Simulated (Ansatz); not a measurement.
**SnO2: a line through an energy map**

An exercise on one series of results from a longer session: the logs are not shown, and one member is left open.

Program: Ansatz 0.2.0. Level of theory: DFT LDA+D3(BJ), scalar-relativistic, plane waves, PAW. These are calculated values, not measurements.

16 further runs of the same task are left out: 16 set aside as unsound or not needed.

## The starting structure

Symmetry: P6_3/mmc, No. 194, hexagonal system. Conventional cell: a = 3.155 Å, b = 3.155 Å, c = 9.651 Å, α = 90.00°, β = 90.00°, γ = 120.00°. Around Sn (site symmetry -3m) lie 6 O at 2.07 Å. O (site symmetry 3m) is surrounded by 3 Sn at 2.07 Å.

As a file:

```cif
data_structure
_symmetry_space_group_name_H-M 'P6_3/mmc'
_symmetry_Int_Tables_number 194
_cell_length_a 3.1549
_cell_length_b 3.1549
_cell_length_c 9.6507
_cell_angle_alpha 90.000
_cell_angle_beta 90.000
_cell_angle_gamma 120.000
_cell_volume 83.19
loop_
_atom_site_label
_atom_site_type_symbol
_atom_site_symmetry_multiplicity
_atom_site_Wyckoff_symbol
_atom_site_fract_x
_atom_site_fract_y
_atom_site_fract_z
_atom_site_occupancy
Sn1 Sn 2 a 0.00000 0.00000 0.50000 1
O1 O 4 f 0.66667 0.33333 0.39709 1
```

It goes back to an entry of the Materials Project, which need not be the stable form.

This cell was relaxed beforehand with the same method: volume 13.87 Å³/atom, gap on the mesh 2.02 eV.

## The scan

The energy is mapped over volume and the cell's shape.

The axes are (1) volume per atom: 7 values from 12.756 to 14.974 Å³; (2) c/a of the conventional cell: 7 values from 2.823 to 3.314.

Nothing else is relaxed (fractional coordinates fixed). Energies count from the relaxed crystal. Points are written as (first, second).

Set-up of the first run:

Contents of input.yaml:

```yaml
crystal:
  lattice:
    - [3.0684810871, 0.0, 0.0]
    - [-1.5342405436, 2.6573825724, 0.0]
    - [0.0, 0.0, 9.386165934]
  atoms:
    - { symbol: Sn, position: [0.0, 0.0, 0.5] }
    - { symbol: Sn, position: [0.0, 0.0, 0.0] }
    - { symbol: O, position: [0.6666666667, 0.3333333333, 0.3970883154] }
    - { symbol: O, position: [0.6666666667, 0.3333333333, 0.1029116846] }
    - { symbol: O, position: [0.3333333333, 0.6666666667, 0.6029116846] }
    - { symbol: O, position: [0.3333333333, 0.6666666667, 0.8970883154] }
basis:
  ecutwfc: 520.0
kpoints:
  mp_grid: { grid: [12, 12, 4] }
hamiltonian:
  xc: lda
  pseudopotentials: { kind: paw }
  dispersion: d3bj
scf:
  occupations: { method: gaussian, width: 0.05 }
output:
  forces: true
  stress: true
  eigenvalues: true
```

Run with:

```
> ansatz run input.yaml --threads 1 --pin off --max-ram 2048MiB --backend cpu --events-out ev --progress --plain --runs-dir out
```

Steps of the session up to this table: The run at (12.756 Å³, 3.059); Point (13.126 Å³, 3.059); Grid point (13.495 Å³, 3.059); Grid point (14.604 Å³, 3.059); Grid point (14.974 Å³, 3.059).

One table of the session follows, with a row left open; its other results are not shown here.

It belongs to the step «The line in numbers». 

```
volume per atom (Å³)  energy (meV/atom)  slope (meV/atom per Å³)  pressure (GPa)  band gap on the k-mesh (eV)  largest force on an atom (eV/Å)
              12.756                 55                     −107            17.1                         2.60                             1.16
              13.126                 23                      −66            10.5                         2.39                             0.73
              13.495                  ?                        ?               ?                            ?                                ?
              13.865                  0                        0             0.0                         2.02                             0.00
              14.235                4.9                       26            −4.2                         1.85                             0.30
              14.604                 19                       48            −7.7                         1.69                             0.57
              14.974                 40                       67           −10.8                         1.55                             0.82
```

Estimate the missing values for volume per atom (Å³) = 13.495.

Worked estimate for «energy (meV/atom)». A straight line through the neighbours (13.126, 23) and (13.865, 0) gives 23 + (0 − 23) × (13.495 − 13.126) / (13.865 − 13.126) = 12; a parabola fitted to 4 rows on both sides gives 5.

**Answer.** energy (meV/atom): 5; slope (meV/atom per Å³): −30; pressure (GPa): 4.9; band gap on the k-mesh (eV): 2.20; largest force on an atom (eV/Å): 0.34. In «energy (meV/atom)» the line misses by +7 and the parabola by +0.

Energies count from the relaxed crystal. Rows without a step come from runs not printed here or follow by symmetry. Slopes come from the forces (and the stress, where the cell changes), not from differences of energies.

V·d²E/dV² there is about 170 GPa, a bulk modulus under this line's constraint. The highest point computed, at 12.756 Å³, lies 55 meV/atom above the lowest.

Caveats from the session: Warnings in the runs' records: dispersion damping borrowed.
